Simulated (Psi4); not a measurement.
# CH4AlO2 (SMILES C[O][Al][OH]): UMP2/aug-cc-pVDZ (density fitting with cc-pvdz-jkfit, density fitting for correlation, sweep point 2)

What is the vertical ionisation energy of CH4AlO2 at UMP2/aug-cc-pVDZ (density fitting with cc-pvdz-jkfit, density fitting for correlation, sweep point 2)? The job is set up through a Python script.

The calculation is run with Psi4 1.11.

2 further runs of the same task are left out: 2 set aside as unsound or not needed. Runs told in other sessions of the task aren't counted.

## (1) The molecule

CH4AlO2 has 8 atoms, charge 0, and is taken as a doublet. As SMILES, `C[O][Al][OH]`. Geometry: relaxed at PBE0-D4/def2-TZVP. This is one conformer, not always the lowest.

Bond lengths: C1–O2 1.394 Å, O2–Al3 1.683 Å, Al3–O4 1.701 Å, C1–H5 1.097 Å, C1–H6 1.095 Å, C1–H7 1.095 Å, O4–H8 0.956 Å. Angles: C1–O2–Al3 139.7°, O2–Al3–O4 116.5°, O2–C1–H5 112.7°, O2–C1–H6 110.1°, O2–C1–H7 110.0°, Al3–O4–H8 121.5°, H5–C1–H6 108.0°, H5–C1–H7 108.0°, H6–C1–H7 107.9°.

## (2) The energy at UMP2/aug-cc-pVDZ (density fitting with cc-pvdz-jkfit, density fitting for correlation, sweep point 2)

File run.py:

```python
import psi4

psi4.set_memory('1600 MB')
psi4.set_num_threads(1)
psi4.set_output_file('ch4alo2.out', False)

geom = psi4.geometry("""
0 2
C      0.292700     1.365900    -0.669900
O     -0.035800     0.282500     0.144300
Al    -0.062600    -1.399600     0.093000
O     -0.601900    -2.191900     1.497900
H      0.661200     1.058300    -1.655900
H     -0.585400     2.002400    -0.820800
H      1.070000     1.971500    -0.192500
H     -0.646300    -3.146000     1.548200
symmetry c1
""")

options = {'basis': 'aug-cc-pVDZ', 'reference': 'uhf', 'puream': True, 'scf_type': 'df', 'num_frozen_docc': 8, 'df_basis_scf': 'cc-pvdz-jkfit', 'maxiter': 100}
psi4.set_options(options)

energy_value, wavefunction = psi4.energy("mp2", return_wfn=True)
print(f'total energy {energy_value:.8f} hartree = {energy_value * 27.211386:.5f} eV')
```

The run is started by

```bash
python run.py
```

ch4alo2.out:

```text
[...]
  Running in c1 symmetry.
[...]
  Nuclear repulsion =  149.181418560019097
[...]
  Multiplicity = 2
[...]
  Nalpha       = 20
  Nbeta        = 19
[...]
    Number of basis functions: 132
[...]
   @DF-UHF iter   1:  -431.68352114205675   -1.07689e+00   5.53342e-03 DIIS/ADIIS
[...]
   @DF-UHF iter  14:  -431.93282863824976   -1.52909e-11   5.13744e-09 DIIS
[...]
   @S^2 Observed:                7.528390291E-01
[...]
    Orbital Energies [Eh]
    ---------------------
    Alpha Occupied:
       1A    -58.502552     2A    -20.549581     3A    -20.541583
       4A    -11.278634     5A     -4.915535     6A     -3.230851
       7A     -3.227862     8A     -3.226202     9A     -1.331958
      10A     -1.311207    11A     -0.916077    12A     -0.687956
      13A     -0.645675    14A     -0.614492    15A     -0.605415
      16A     -0.544249    17A     -0.497585    18A     -0.461784
      19A     -0.439113    20A     -0.318319
    Alpha Virtual:
      21A      0.027365    22A      0.028200    23A      0.037042
      24A      0.042506    25A      0.069759    26A      0.070735
[...]
  @DF-UHF Final Energy:  -431.93282863824976
   => Energetics <=
    Nuclear Repulsion Energy =            149.1814185600190967
    One-Electron Energy =                -894.9769063031720862
    Two-Electron Energy =                 313.8626591049032299
    Total Energy =                       -431.9328286382497595
  UHF NO Occupations:
  HONO-2 :   18  A 1.9996621
  HONO-1 :   19  A 1.9992350
  HONO-0 :   20  A 1.0000000
  LUNO+0 :   21  A 0.0007650
  LUNO+1 :   22  A 0.0003379
[...]
 Multipole Moments:
 ------------------------------------------------------------------------------------
     Multipole            Electronic (a.u.)      Nuclear  (a.u.)        Total (a.u.)
 ------------------------------------------------------------------------------------
 L = 1.  Multiply by 2.5417464519 to convert [e a0] to [Debye]
 Dipole X            :         -0.5679675            0.8205467            0.2525792
 Dipole Y            :         -5.3115413            4.9455392           -0.3660021
 Dipole Z            :          1.1557528           -1.8696356           -0.7138827
 Magnitude           :                                                    0.8410603
[...]
```

The script printed:

```text
total energy -432.53121884 hartree = -11769.77395 eV
```

It took 5.4 s on 1 thread of Intel Xeon Platinum 8375C at 2.90GHz (Ice Lake), shared host; peak memory 0.3 GiB.

## (3) The singlet cation

File calc.py:

```python
import psi4

psi4.set_memory('1600 MB')
psi4.set_num_threads(1)
psi4.core.set_output_file('ch4alo2.out', False)

geom = psi4.geometry("""
1 1
C      0.292700     1.365900    -0.669900
O     -0.035800     0.282500     0.144300
Al    -0.062600    -1.399600     0.093000
O     -0.601900    -2.191900     1.497900
H      0.661200     1.058300    -1.655900
H     -0.585400     2.002400    -0.820800
H      1.070000     1.971500    -0.192500
H     -0.646300    -3.146000     1.548200
symmetry c1
""")

psi4.set_options({
    'basis': 'aug-cc-pVDZ',
    'puream': True,
    'scf_type': 'df',
    'num_frozen_docc': 8,
    'df_basis_scf': 'cc-pvdz-jkfit',
})

e_tot = psi4.energy("mp2")
print(f'mp2 energy: {e_tot:.10f} Eh')
```

The run is started by

```bash
python calc.py
```

ch4alo2.out:

```text
[...]
  Running in c1 symmetry.
[...]
  Nuclear repulsion =  149.181418560019097
[...]
  Multiplicity = 1
[...]
  Nalpha       = 19
  Nbeta        = 19
[...]
    Number of basis functions: 132
[...]
   @DF-RHF iter   1:  -431.40718036026470   -8.00545e-01   5.26365e-03 DIIS/ADIIS
[...]
   @DF-RHF iter  13:  -431.63780307718122   -2.19984e-11   5.20539e-09 DIIS
[...]
    Orbital Energies [Eh]
    ---------------------
    Doubly Occupied:
       1A    -58.819763     2A    -20.789432     3A    -20.776067
       4A    -11.445371     5A     -5.223253     6A     -3.538557
       7A     -3.538378     8A     -3.535762     9A     -1.545242
      10A     -1.532587    11A     -1.095428    12A     -0.906884
      13A     -0.839357    14A     -0.802610    15A     -0.796348
      16A     -0.744625    17A     -0.724509    18A     -0.643865
      19A     -0.636044
[...]
  @DF-RHF Final Energy:  -431.63780307718122
   => Energetics <=
    Nuclear Repulsion Energy =            149.1814185600190967
    One-Electron Energy =                -885.7702773337022109
    Two-Electron Energy =                 304.9510556965018964
    Total Energy =                       -431.6378030771812178
[...]
 Multipole Moments:
 ------------------------------------------------------------------------------------
     Multipole            Electronic (a.u.)      Nuclear  (a.u.)        Total (a.u.)
 ------------------------------------------------------------------------------------
 L = 1.  Multiply by 2.5417464519 to convert [e a0] to [Debye]
 Dipole X            :         -0.2068956            0.8205467            0.6136511
 Dipole Y            :         -6.8090845            4.9455392           -1.8635453
 Dipole Z            :          0.0676913           -1.8696356           -1.8019442
 Magnitude           :                                                    2.6639016
[...]
```

On the terminal:

```text
mp2 energy: -432.2433643528 Eh
```

Run time: 5.4 s. Hardware: 1 thread of Intel Xeon Platinum 8375C at 2.90GHz (Ice Lake), shared host; peak memory 0.29 GiB.

## (4) Outcome

At UMP2/aug-cc-pVDZ (density fitting with cc-pvdz-jkfit, density fitting for correlation, sweep point 2), 8 core orbitals frozen:

```
                                                                   quantity          value
                                              doublet CH4AlO2: total energy  -432.53122 Eh
doublet CH4AlO2: HOMO energy (Hartree–Fock orbitals) (highest over α and β)       -8.66 eV
 doublet CH4AlO2: LUMO energy (Hartree–Fock orbitals) (lowest over α and β)        0.29 eV
               doublet CH4AlO2: correlation energy (8 core orbitals frozen)     -598.4 mEh
                         doublet CH4AlO2: ⟨S²⟩ of the reference determinant          0.753
                                               singlet cation: total energy  -432.24336 Eh
                        singlet cation: HOMO energy (Hartree–Fock orbitals)      -17.31 eV
                        singlet cation: LUMO energy (Hartree–Fock orbitals)       -7.35 eV
                      singlet cation: HOMO–LUMO gap (Hartree–Fock orbitals)        9.95 eV
                singlet cation: correlation energy (8 core orbitals frozen)     -605.6 mEh
                         vertical ionisation energy (to the singlet cation)       7.833 eV
```

In words: The vertical ionisation energy comes to 7.83 eV (181 kcal/mol).
